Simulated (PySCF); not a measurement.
# Selenium: the same states on changed settings, part 2 of 2

These states were run before on sound settings. What differs here: initial guess minao, at most 50 SCF cycles. What does it move?

PySCF 2.14.0; changed: initial guess minao, at most 50 SCF cycles. The scripts are equivalent inputs of a driver's runs. The steps go on from the part before.

### 3 Changed run, Se³⁺: the ladder of methods

UHF:

Input file input.py:

```python
from pyscf import gto, scf, dft, mp, cc
import basis_set_exchange as bse
mol = gto.M(atom="Se 0 0 0", charge=3, spin=1, symmetry="D2h",
            basis=gto.basis.parse(bse.get_basis("def2-SVP", elements=["Se"], fmt="nwchem", header=False)))
mf = scf.UHF(mol)
mf.irrep_nelec = {'Ag': (6, 6), 'B1g': (1, 1), 'B2g': (1, 1), 'B3g': (1, 1), 'B1u': (2, 2), 'B2u': (3, 2), 'B3u': (2, 2)}
mf.init_guess = "minao"
mf.max_cycle = 50
mf.kernel()
```

The log of the run:

```text
damping factor = 0
level_shift factor = 0
DIIS = <class 'pyscf.scf.diis.CDIIS'>
diis_start_cycle = 1
diis_space = 10
diis_damp = 0
SCF conv_tol = 1e-09
SCF conv_tol_grad = None
number electrons alpha = 16  beta = 15
irrep_nelec {'Ag': (6, 6), 'B1g': (1, 1), 'B2g': (1, 1), 'B3g': (1, 1), 'B1u': (2, 2), 'B2u': (3, 2), 'B3u': (2, 2)}
alpha HOMO (B2u) = -0.267901754122422  LUMO (B1u) = -0.267901754122424

WARN: HOMO -0.267901754122422 >= LUMO -0.267901754122424

cycle= 1 E= -2397.19140286707  delta_E= 1.13  |g|= 0.408  |ddm|=  1.2
alpha HOMO (B2u) = -1.56280301946094  LUMO (B3u) = -1.20143563733753
  HOMO = -1.56280301946  LUMO = -1.20143563734  gap/eV = 9.83331
cycle= 2 E= -2397.30415245833  delta_E= -0.113  |g|= 0.161  |ddm|= 1.06
alpha HOMO (B2u) = -1.54666629437589  LUMO (B1u) = -1.14134534597394
  HOMO = -1.54666629438  LUMO = -1.14134534597  gap/eV = 11.02934
cycle= 3 E= -2397.31037164494  delta_E= -0.00622  |g|= 0.0346  |ddm|= 0.123
alpha HOMO (B2u) = -1.54795858422549  LUMO (B1u) = -1.12162254438744
  HOMO = -1.54795858423  LUMO = -1.12162254439  gap/eV = 11.60119
cycle= 4 E= -2397.3111555931  delta_E= -0.000784  |g|= 0.0052  |ddm|= 0.0797
alpha HOMO (B2u) = -1.54894046212113  LUMO (B3u) = -1.12140563316608
  HOMO = -1.54894046212  LUMO = -1.12140563317  gap/eV = 11.63382
cycle= 5 E= -2397.31117823776  delta_E= -2.26e-05  |g|= 0.000542  |ddm|= 0.0137
alpha HOMO (B2u) = -1.54935168509835  LUMO (B3u) = -1.12130503357797
  HOMO = -1.5493516851  LUMO = -1.12130503358  gap/eV = 11.64774
cycle= 6 E= -2397.31117846687  delta_E= -2.29e-07  |g|= 3.39e-05  |ddm|= 0.00187
alpha HOMO (B2u) = -1.54933652125974  LUMO (B3u) = -1.12131690619355
  HOMO = -1.54933652126  LUMO = -1.12131690619  gap/eV = 11.64701
cycle= 7 E= -2397.31117846771  delta_E= -8.46e-10  |g|= 5.09e-06  |ddm|= 6.53e-05
converged SCF energy = -2397.31117846771  <S^2> = 0.75780871  2S+1 = 2.0077935
```

Time after the integrals: 0.12 s (1 thread of Intel Xeon Platinum 8375C at 2.90GHz, shared host).

Orbital energies by shell (radii are means over both spins):

```tsv
shell	electrons	mean orbital energy (eV)	spread (eV)	rms radius (bohr)
1s α	1	-12577.0	0	0.0521
1s β	1	-12576.9	0	0.0521
2s α	1	-1687.3	0	0.216
2s β	1	-1687.2	0	0.216
2p α	3	-1513.6	0.090	0.191
2p β	3	-1513.4	0.256	0.191
3s α	1	-279.64	0	0.623
3s β	1	-279.38	0	0.623
3p α	3	-217.83	0.074	0.640
3p β	3	-217.48	0.830	0.640
3d α	5	-108.63	0.440	0.689
3d β	5	-108.45	0.788	0.689
4s α	1	-54.654	0	1.81
4s β	1	-51.511	0	1.81
4p α	1	-42.160	0	2.05
```

⟨S²⟩ = 0.758, ⟨L²⟩ = 2.02.

LDA:

input.py differs from the last one in:

```diff
@@ -4,3 +4,3 @@
             basis=gto.basis.parse(bse.get_basis("def2-SVP", elements=["Se"], fmt="nwchem", header=False)))
-mf = scf.UHF(mol)
+mf = dft.UKS(mol, xc="LDA,VWN")
 mf.irrep_nelec = {'Ag': (6, 6), 'B1g': (1, 1), 'B2g': (1, 1), 'B3g': (1, 1), 'B1u': (2, 2), 'B2u': (3, 2), 'B3u': (2, 2)}
```

The log of the run:

```text
damping factor = 0
level_shift factor = 0
DIIS = <class 'pyscf.scf.diis.CDIIS'>
diis_start_cycle = 1
diis_space = 10
diis_damp = 0
SCF conv_tol = 1e-09
SCF conv_tol_grad = None
number electrons alpha = 16  beta = 15
irrep_nelec {'Ag': (6, 6), 'B1g': (1, 1), 'B2g': (1, 1), 'B3g': (1, 1), 'B1u': (2, 2), 'B2u': (3, 2), 'B3u': (2, 2)}
XC functionals = LDA,VWN
    P. A. M. Dirac.,  Math. Proc. Cambridge Philos. Soc. 26, 376 (1930)
    F. Bloch.,  Z. Phys. 57, 545 (1929)
    S. H. Vosko, L. Wilk, and M. Nusair.,  Can. J. Phys. 58, 1200 (1980)
alpha HOMO (B2u) = -0.25174943809257  LUMO (B1u) = -0.25174943809258

WARN: HOMO -0.25174943809257 >= LUMO -0.25174943809258

cycle= 1 E= -2395.32602155661  delta_E=  1.5  |g|= 0.505  |ddm|= 1.22
alpha HOMO (B2u) = -1.44361691966032  LUMO (B1u) = -1.45179542099836

WARN: HOMO -1.44361691966032 >= LUMO -1.45179542099836

cycle= 2 E= -2395.42179808945  delta_E= -0.0958  |g|= 0.394  |ddm|= 1.45
alpha HOMO (B2u) = -1.38440966657555  LUMO (B1u) = -1.39120316344749

WARN: HOMO -1.38440966657555 >= LUMO -1.39120316344749

cycle= 3 E= -2395.4434690564  delta_E= -0.0217  |g|= 0.0227  |ddm|= 0.197
alpha HOMO (B2u) = -1.36066322085217  LUMO (B3u) = -1.36668451395422

WARN: HOMO -1.36066322085217 >= LUMO -1.36668451395422

cycle= 4 E= -2395.44361230607  delta_E= -0.000143  |g|= 0.000911  |ddm|= 0.0446
alpha HOMO (B2u) = -1.3605147299641  LUMO (B1u) = -1.36624368442872

WARN: HOMO -1.3605147299641 >= LUMO -1.36624368442872

cycle= 5 E= -2395.44361248649  delta_E= -1.8e-07  |g|= 2.63e-05  |ddm|= 0.00111
alpha HOMO (B2u) = -1.36051843862863  LUMO (B1u) = -1.36624642462201

WARN: HOMO -1.36051843862863 >= LUMO -1.36624642462201

cycle= 6 E= -2395.44361248675  delta_E= -2.6e-10  |g|= 1.64e-06  |ddm|= 2.82e-05
converged SCF energy = -2395.44361248675  <S^2> = 0.75073946  2S+1 = 2.0007393
```

Time after the integrals: 0.18 s (1 thread of Intel Xeon Platinum 8375C at 2.90GHz, shared host).

TPSS:

input.py differs from the last one in:

```diff
@@ -4,3 +4,3 @@
             basis=gto.basis.parse(bse.get_basis("def2-SVP", elements=["Se"], fmt="nwchem", header=False)))
-mf = dft.UKS(mol, xc="LDA,VWN")
+mf = dft.UKS(mol, xc="TPSS")
 mf.irrep_nelec = {'Ag': (6, 6), 'B1g': (1, 1), 'B2g': (1, 1), 'B3g': (1, 1), 'B1u': (2, 2), 'B2u': (3, 2), 'B3u': (2, 2)}
```

The log of the run:

```text
damping factor = 0
level_shift factor = 0
DIIS = <class 'pyscf.scf.diis.CDIIS'>
diis_start_cycle = 1
diis_space = 10
diis_damp = 0
SCF conv_tol = 1e-09
SCF conv_tol_grad = None
number electrons alpha = 16  beta = 15
irrep_nelec {'Ag': (6, 6), 'B1g': (1, 1), 'B2g': (1, 1), 'B3g': (1, 1), 'B1u': (2, 2), 'B2u': (3, 2), 'B3u': (2, 2)}
XC functionals = TPSS
    J. Tao, J. P. Perdew, V. N. Staroverov, and G. E. Scuseria.,  Phys. Rev. Lett. 91, 146401 (2003)
    J. P. Perdew, J. Tao, V. N. Staroverov, and G. E. Scuseria.,  J. Chem. Phys. 120, 6898 (2004)
    J. Tao, J. P. Perdew, V. N. Staroverov, and G. E. Scuseria.,  Phys. Rev. Lett. 91, 146401 (2003)
    J. P. Perdew, J. Tao, V. N. Staroverov, and G. E. Scuseria.,  J. Chem. Phys. 120, 6898 (2004)
alpha HOMO (B2u) = -0.248529408446176  LUMO (B1u) = -0.248529408446176

WARN: HOMO -0.248529408446176 >= LUMO -0.248529408446176

cycle= 1 E= -2398.7025346612  delta_E= 1.48  |g|= 0.494  |ddm|= 1.21
alpha HOMO (B2u) = -1.44736831350214  LUMO (B3u) = -1.43133832095935
  HOMO = -1.4473683135  LUMO = -1.43133832096  gap/eV = 0.43620
cycle= 2 E= -2398.80540278125  delta_E= -0.103  |g|= 0.369  |ddm|= 1.46
alpha HOMO (B2u) = -1.3902139692466  LUMO (B3u) = -1.37120353372262
  HOMO = -1.39021396925  LUMO = -1.37120353372  gap/eV = 0.51730
cycle= 3 E= -2398.82439813976  delta_E= -0.019  |g|= 0.0233  |ddm|= 0.181
alpha HOMO (B2u) = -1.36721086433773  LUMO (B1u) = -1.34670841743927
  HOMO = -1.36721086434  LUMO = -1.34670841744  gap/eV = 0.55790
cycle= 4 E= -2398.8245083641  delta_E= -0.00011  |g|= 0.00122  |ddm|= 0.0343
alpha HOMO (B2u) = -1.36715618830956  LUMO (B3u) = -1.3462051970609
  HOMO = -1.36715618831  LUMO = -1.34620519706  gap/eV = 0.57011
cycle= 5 E= -2398.82450887141  delta_E= -5.07e-07  |g|= 4.76e-05  |ddm|= 0.00155
alpha HOMO (B2u) = -1.36719005407858  LUMO (B1u) = -1.34621778573892
  HOMO = -1.36719005408  LUMO = -1.34621778574  gap/eV = 0.57068
cycle= 6 E= -2398.82450887241  delta_E= -1e-09  |g|= 1.2e-06  |ddm|= 5.14e-05
alpha HOMO (B2u) = -1.36719112296018  LUMO (B3u) = -1.34621768197895
  HOMO = -1.36719112296  LUMO = -1.34621768198  gap/eV = 0.57072
cycle= 7 E= -2398.82450887241  delta_E= -1.36e-12  |g|= 9.07e-08  |ddm|= 1.78e-06
converged SCF energy = -2398.82450887241  <S^2> = 0.75208983  2S+1 = 2.0020887
```

Time after the integrals: 0.76 s (1 thread of Intel Xeon Platinum 8375C at 2.90GHz, shared host).

MP2 (valence):

input.py differs from the last one in:

```diff
@@ -4,3 +4,3 @@
             basis=gto.basis.parse(bse.get_basis("def2-SVP", elements=["Se"], fmt="nwchem", header=False)))
-mf = dft.UKS(mol, xc="TPSS")
+mf = scf.UHF(mol)
 mf.irrep_nelec = {'Ag': (6, 6), 'B1g': (1, 1), 'B2g': (1, 1), 'B3g': (1, 1), 'B1u': (2, 2), 'B2u': (3, 2), 'B3u': (2, 2)}
@@ -9 +9,2 @@
 mf.kernel()
+mp.UMP2(mf, frozen=14).kernel()
```

The driver printed no log here.

It took 0.01 s on 1 thread of Intel Xeon Platinum 8375C at 2.90GHz, shared host, the integrals not counted.

With 3 electrons correlated, the MP2 correlation energy is -0.03650 hartree (-0.00216 same spin, -0.03433 opposite spin); the SCS form gives -0.04192. Largest pairs of shells: 4s-4s -0.0212, 4s-4p -0.0153, 4p-4p 0.0000.

CCSD(T) (valence):

input.py differs from the last one in:

```diff
@@ -9,2 +9,3 @@
 mf.kernel()
-mp.UMP2(mf, frozen=14).kernel()
+mycc = cc.CCSD(mf, frozen=14).run()
+mycc.ccsd_t()
```

The log of the run:

```text
CC2 = 0
CCSD nocc = (np.int64(2), np.int64(1)), nmo = (18, 18)
frozen orbitals [[0, 1, 2, 3, 4, 5, 6, 7, 8, 9, 10, 11, 12, 13], [0, 1, 2, 3, 4, 5, 6, 7, 8, 9, 10, 11, 12, 13]]
max_cycle = 100
direct = 0
conv_tol = 1e-08
conv_tol_normt = 1e-06
diis_space = 8
diis_start_cycle = 0
Init t2, MP2 energy = -0.0364970305006897
Init E_corr(UCCSD) = -0.0364970305181976
cycle = 1  E_corr(UCCSD) = -0.0473514547738983  dE = -0.0108544243  norm(t1,t2) = 0.0450165
cycle = 2  E_corr(UCCSD) = -0.0509219278568811  dE = -0.00357047308  norm(t1,t2) = 0.0172709
cycle = 3  E_corr(UCCSD) = -0.0530659196743448  dE = -0.00214399182  norm(t1,t2) = 0.00712414
cycle = 4  E_corr(UCCSD) = -0.0530487832326122  dE = 1.71364417e-05  norm(t1,t2) = 0.000686826
cycle = 5  E_corr(UCCSD) = -0.0530573387739926  dE = -8.55554138e-06  norm(t1,t2) = 5.90908e-05
cycle = 6  E_corr(UCCSD) = -0.0530549676598234  dE = 2.37111417e-06  norm(t1,t2) = 9.01431e-06
cycle = 7  E_corr(UCCSD) = -0.0530559002905362  dE = -9.32630713e-07  norm(t1,t2) = 2.45423e-06
cycle = 8  E_corr(UCCSD) = -0.0530557185888987  dE = 1.81701638e-07  norm(t1,t2) = 5.16067e-07
cycle = 9  E_corr(UCCSD) = -0.0530557234765212  dE = -4.88762247e-09  norm(t1,t2) = 5.65452e-08
UCCSD converged
E(UCCSD) = -2397.36423419119  E_corr = -0.05305572347652118
UCCSD(T) correction = -0.000451180817672483
```

Time after the integrals: 0.12 s (1 thread of Intel Xeon Platinum 8375C at 2.90GHz, shared host).

CCSD correlation -0.05306 hartree, triples -0.00045; total -2397.364685. T1 = 0.008, largest double amplitude 0.100.

### 4 Against the sound run

```tsv
species	method	converged	energy less sound run (eV)
Se²⁺	UHF	yes	+0.0000
Se²⁺	LDA	yes	+0.0000
Se²⁺	TPSS	yes	+0.0000
Se²⁺	MP2 (valence)	yes	+0.0000
Se²⁺	CCSD(T) (valence)	yes	+0.0000
Se³⁺	UHF	yes	-0.0000
Se³⁺	LDA	yes	+0.0000
Se³⁺	TPSS	yes	+0.0000
Se³⁺	MP2 (valence)	yes	-0.0000
Se³⁺	CCSD(T) (valence)	yes	+0.0000
```

Ionisation energy of Se²⁺:

```tsv
method	sound run (eV)	changed run (eV)	shift (eV)
UHF	30.926	30.926	-0.000
LDA	31.741	31.741	-0.000
TPSS	31.609	31.609	+0.000
MP2	31.194	31.194	-0.000
SCS-MP2	31.125	31.125	-0.000
CCSD	31.221	31.221	+0.000
CCSD(T)	31.228	31.228	+0.000
```

### 5 Results

This closing draws on all 2 parts.

```
                                 quantity                                       value
                                   change  initial guess minao, at most 50 SCF cycles
                           runs converged                                    10 of 10
largest shift of a converged total energy                                    0.000 eV
   largest shift of the ionisation energy                         -0.000 eV (SCS-MP2)
```

In words: The difference hardly moves. Here the plain start reaches the same solutions.
